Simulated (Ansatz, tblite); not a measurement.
# Se(SiH3)2 (Si₂H₆Se): a ladder of methods and basis sets

The task here is to estimate one member of a computed series from the others.

The runs use Ansatz 0.2.0, Gaussian basis; as each input shows.

Levels to be run: GFN1-xTB, GFN2-xTB, PBE-D4/def2-TZVP, r2SCAN-D4/def2-TZVP, B97M-V/def2-TZVP, ωB97X-V/def2-TZVP, LDA/def2-TZVP, HSE06-D4/def2-TZVP, HF/def2-TZVP, B2PLYP/def2-TZVP, B3LYP-D4/def2-TZVP, PBE-D4/def2-SVP, PBE0-D4/def2-SVP, HF/STO-3G, HF/6-31G, B3LYP-D4/6-31G, PBE0-D4/def2-TZVPD, PBE-D4/def2-TZVPD, r2SCAN-D4/def2-TZVPD, CCSD(T)/def2-TZVPP, MP2/def2-TZVP, RPA/def2-TZVP.

## The geometry

The geometry is that of the singlet, from an earlier relaxation (PBE0-D4/def2-SVP).

9 atoms, charge 0, spin multiplicity 1.

Bond lengths: Se1–Si2 2.287 Å, Se1–Si6 2.286 Å, Si2–H3 1.493 Å, Si2–H4 1.490 Å, Si2–H5 1.493 Å, Si6–H7 1.490 Å, Si6–H8 1.494 Å, Si6–H9 1.494 Å. Angles: Si2–Se1–Si6 95.4°, Se1–Si2–H3 110.9°, Se1–Si2–H4 106.1°, Se1–Si2–H5 111.0°, H3–Si2–H4 110.0°, H3–Si2–H5 108.7°, H4–Si2–H5 110.0°, Se1–Si6–H7 106.3°, Se1–Si6–H8 111.0°, Se1–Si6–H9 110.7°, H7–Si6–H8 110.1°, H7–Si6–H9 110.1°, H8–Si6–H9 108.7°.

PBE0-D4/def2-TZVP was run before; its log isn't repeated, and its numbers join the tables.

Set-up of the first run:

Tight binding, by tblite at 300 K electronic temperature and without a spin-polarisation term:

```python
tblite.interface.Calculator('GFN1-xTB', numbers, positions, charge=0, uhf=0).singlepoint()
```

Tight binding, by tblite at 300 K electronic temperature and without a spin-polarisation term:

```python
tblite.interface.Calculator('GFN2-xTB', numbers, positions, charge=0, uhf=0).singlepoint()
```

start.molden holds the orbitals of an earlier run on this state, given as this run's starting guess.

Input file in.yaml:

```yaml
crystal:
  periodic: [false, false, false]
  atoms:
    - {symbol: Se, position_ang: [0.003260, -0.030971, -1.580139]}
    - {symbol: Si, position_ang: [1.690518, 0.008645, -0.037452]}
    - {symbol: H, position_ang: [1.591703, 1.220719, 0.829488]}
    - {symbol: H, position_ang: [2.961346, 0.039272, -0.815240]}
    - {symbol: H, position_ang: [1.651563, -1.205703, 0.830915]}
    - {symbol: Si, position_ang: [-1.691588, -0.009741, -0.045652]}
    - {symbol: H, position_ang: [-2.960806, -0.074733, -0.824187]}
    - {symbol: H, position_ang: [-1.656053, 1.238674, 0.773452]}
    - {symbol: H, position_ang: [-1.589933, -1.186162, 0.868814]}
basis:
  gaussian: {orbitals: def2-TZVP, initial_orbitals: start.molden}
hamiltonian: {xc: pbe, dispersion: d4}
scf: {omitted_lower_state_checks: [starts]}
output: {orbitals: {seedname: orbitals}}
```

Run with:

```console
> ansatz run in.yaml --threads 4 --pin off --events-out ev --progress --plain --max-ram 3916MiB
```

Among the steps run: PBE-D4/def2-TZVP; r2SCAN-D4/def2-TZVP; B97M-V/def2-TZVP; ωB97X-V/def2-TZVP; LDA/def2-TZVP; HSE06-D4/def2-TZVP; HF/def2-TZVP; B2PLYP/def2-TZVP; B3LYP-D4/def2-TZVP; PBE-D4/def2-SVP; PBE0-D4/def2-SVP; HF/STO-3G; HF/6-31G; B3LYP-D4/6-31G; PBE0-D4/def2-TZVPD; PBE-D4/def2-TZVPD; r2SCAN-D4/def2-TZVPD; CCSD(T)/def2-TZVPP; MP2/def2-TZVP; RPA/def2-TZVP.

One of the session's tables, all rows but one given; the rest of the session is left out.

```
               level  HOMO (eV)  LUMO (eV)  gap (eV)
           HF/STO-3G      -6.73       9.26     15.99
            HF/6-31G      -9.53       2.48     12.01
        HF/def2-TZVP      -9.60       2.77     12.37
       LDA/def2-TZVP      -6.10      -1.48      4.62
     PBE-D4/def2-SVP      -5.88      -0.94      4.94
    PBE-D4/def2-TZVP      -6.00      -1.21      4.80
   PBE-D4/def2-TZVPD      -6.03      -1.35      4.68
 r2SCAN-D4/def2-TZVP      -6.28      -0.84      5.44
r2SCAN-D4/def2-TZVPD          ?          ?         ?
    B97M-V/def2-TZVP      -6.43      -0.99      5.44
      B3LYP-D4/6-31G      -6.66      -0.63      6.03
  B3LYP-D4/def2-TZVP      -6.87      -0.56      6.32
    PBE0-D4/def2-SVP      -7.04      -0.10      6.94
   PBE0-D4/def2-TZVP      -7.11      -0.36      6.75
  PBE0-D4/def2-TZVPD      -7.13      -0.56      6.57
  HSE06-D4/def2-TZVP      -6.72      -0.73      5.99
   ωB97X-V/def2-TZVP      -9.36       1.64     11.00
```

Q: Estimate the row for r2SCAN-D4/def2-TZVPD from the others.

**Answer.** HOMO (eV): -6.28; LUMO (eV): -0.94; gap (eV): 5.35.
